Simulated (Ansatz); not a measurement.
# CH6Sn (SMILES [CH3][SnH3]): CCSD(T)/def2-SVP (core potential)

What is the energy change on altering one bond length of CH6Sn at CCSD(T)/def2-SVP (core potential)? 

The calculation is run with Ansatz 0.2.0.

42 further runs of the same task are left out: 1 that didn't finish, 41 set aside as unsound or not needed.

**1. Starting point**

CH6Sn has 8 atoms, charge 0, and is taken as a singlet. SMILES: `[CH3][SnH3]`. The coordinates come from a PBE0-D4/def2-TZVP relaxation.

Bond lengths: C1–Sn2 2.140 Å, C1–H3 1.090 Å, C1–H4 1.090 Å, C1–H5 1.090 Å, Sn2–H6 1.709 Å, Sn2–H7 1.709 Å, Sn2–H8 1.709 Å. Some angles: C1–Sn2–H6 110.1°, C1–Sn2–H7 110.1°, C1–Sn2–H8 110.1°, Sn2–C1–H3 110.0°, Sn2–C1–H4 110.0°, Sn2–C1–H5 110.0°, H6–Sn2–H7 108.8°, H6–Sn2–H8 108.8°, H7–Sn2–H8 108.8°, H3–C1–H4 109.0°.

**2. The energy at CCSD(T)/def2-SVP (core potential)**

File run.yaml:

```yaml
crystal:
  periodic: [false, false, false]
  atoms:
    - symbol: C
      position_ang: [1.094500, 0.367400, -0.110600]
    - symbol: Sn
      position_ang: [-0.919400, -0.329100, 0.082100]
    - symbol: H
      position_ang: [1.300500, 0.627700, -1.148800]
    - symbol: H
      position_ang: [1.789300, -0.411200, 0.204000]
    - symbol: H
      position_ang: [1.244600, 1.249200, 0.512300]
    - symbol: H
      position_ang: [-2.012000, 0.886800, -0.417500]
    - symbol: H
      position_ang: [-1.156700, -1.716400, -0.887800]
    - symbol: H
      position_ang: [-1.248700, -0.731500, 1.710400]
basis:
  gaussian:
    orbitals: def2-SVP
correlation:
  method: ccsd_t
  frozen_orbitals: {C: 1, H: 0, Sn: 4}
accuracy: high
scf:
  omitted_lower_state_checks: [cluster_reference, increment]
```

Run with:

```sh
ansatz run run.yaml --threads 1 --pin off --max-ram 3480MiB --events-out events.jsonl --progress --plain --runs-dir runs
```

The log of the run (excerpt; [...] marks lines left out):

```text
Warning: RAYON_NUM_THREADS=1 ignored (pool sized by the plan → 1); use --threads N
Functional definition: HF
  name "HF"
[...]
1743 factors; integrals over basis functions are off by at most 3.0e-9 eV
[...]
mean field -6929.22446546 eV, -254.6443023088 hartree, gradient 2.5e-8 eV, S^2 0.000000; 0 other end points of the search recorded, 0 dependent functions left out
5 core orbitals not correlated: weight in the atoms' cores, before any rotation towards them, 1.000 or more for the frozen orbitals, at most 0.000 for the correlated occupied ones
reference -6929.22446546 eV, -254.6443023088 hartree; 12, 12 occupied and 53, 53 virtual orbitals, 1743 factors
second order -7.46322167 eV of doubles, -0.00000000 eV of singles
cycle   1  -8.22708184 eV  change   -7.6e-1 eV  update   6.9e-2
[...]
cycle  18  -8.56857213 eV  change  -6.3e-10 eV  update   2.1e-9
perturbative correction -0.22022341 eV, -0.0080930610 hartree
Total energy: -6938.01326100 eV, -254.9672845874 hartree
Checks for a lower state left out: cluster_reference, increment
```

Wall time 7.2 s (1 thread of Arm Neoverse V2, shared host); peak memory 0.34 GiB.

**3. The distorted shape at the same level**

File molecule.yaml:

```yaml
crystal:
  periodic: [false, false, false]
  atoms:
    - {symbol: C, position_ang: [1.063595, 0.328349, 0.045154]}
    - {symbol: Sn, position_ang: [-0.950305, -0.368151, 0.237854]}
    - {symbol: H, position_ang: [1.300500, 0.627700, -1.148800]}
    - {symbol: H, position_ang: [1.758395, -0.450251, 0.359754]}
    - {symbol: H, position_ang: [1.213695, 1.210149, 0.668054]}
    - {symbol: H, position_ang: [-2.042905, 0.847749, -0.261746]}
    - {symbol: H, position_ang: [-1.187605, -1.755451, -0.732046]}
    - {symbol: H, position_ang: [-1.279605, -0.770551, 1.866154]}
basis:
  gaussian: {orbitals: def2-SVP}
total_charge: 0
correlation: {method: ccsd_t, frozen_orbitals: {C: 1, H: 0, Sn: 4}}
accuracy: high
scf: {omitted_lower_state_checks: [cluster_reference, increment]}
```

Run with:

```sh
ansatz run molecule.yaml --threads 1 --pin off --max-ram 3480MiB --events-out events.jsonl --progress --plain --runs-dir runs
```

The log of the run (excerpt; [...] marks lines left out):

```text
Warning: RAYON_NUM_THREADS=1 ignored (pool sized by the plan → 1); use --threads N
[... 2 set-up lines as earlier in the session ...]
[...]
1740 factors; integrals over basis functions are off by at most 3.3e-9 eV
[...]
mean field -6928.86187215 eV, -254.6309772503 hartree, gradient 2.2e-8 eV, S^2 0.000000; 0 other end points of the search recorded, 0 dependent functions left out
5 core orbitals not correlated: weight in the atoms' cores, before any rotation towards them, 1.000 or more for the frozen orbitals, at most 0.000 for the correlated occupied ones
reference -6928.86187215 eV, -254.6309772503 hartree; 12, 12 occupied and 53, 53 virtual orbitals, 1740 factors
second order -7.50614841 eV of doubles, -0.00000000 eV of singles
cycle   1  -8.26766881 eV  change   -7.6e-1 eV  update   7.1e-2
[...]
cycle  18  -8.62636967 eV  change   -1.8e-9 eV  update   1.9e-9
perturbative correction -0.22877331 eV, -0.0084072640 hartree
Total energy: -6937.71701512 eV, -254.9563977523 hartree
Checks for a lower state left out: cluster_reference, increment
```

It took 7.2 s on 1 thread of Arm Neoverse V2, shared host; peak memory 0.35 GiB.

**4. Results**

Level: CCSD(T)/def2-SVP (core potential), 5 core orbitals frozen.

| quantity | value |
| --- | --- |
| first shape: total energy | -254.96728 Eh |
| first shape: correlation energy (5 core orbitals frozen) | -323.0 mEh |
| first shape: (T) correction | -8.09 mEh |
| first shape: T1 diagnostic | 0.008 |
| distorted shape: total energy | -254.95640 Eh |
| distorted shape: correlation energy (5 core orbitals frozen) | -325.4 mEh |
| distorted shape: (T) correction | -8.41 mEh |
| distorted shape: T1 diagnostic | 0.008 |
| energy change with the C1–H3 bond stretched from 1.090 to 1.253 Å | 0.296 eV |

With the C1–H3 bond stretched from 1.090 to 1.253 Å the energy rises by 0.30 eV (28.6 kJ/mol). The first shape isn't relaxed at this level, so the change isn't measured from a minimum. The triples (first shape) make up 2.5 % of the correlation energy. The triples (distorted shape) make up 2.6 % of the correlation energy.
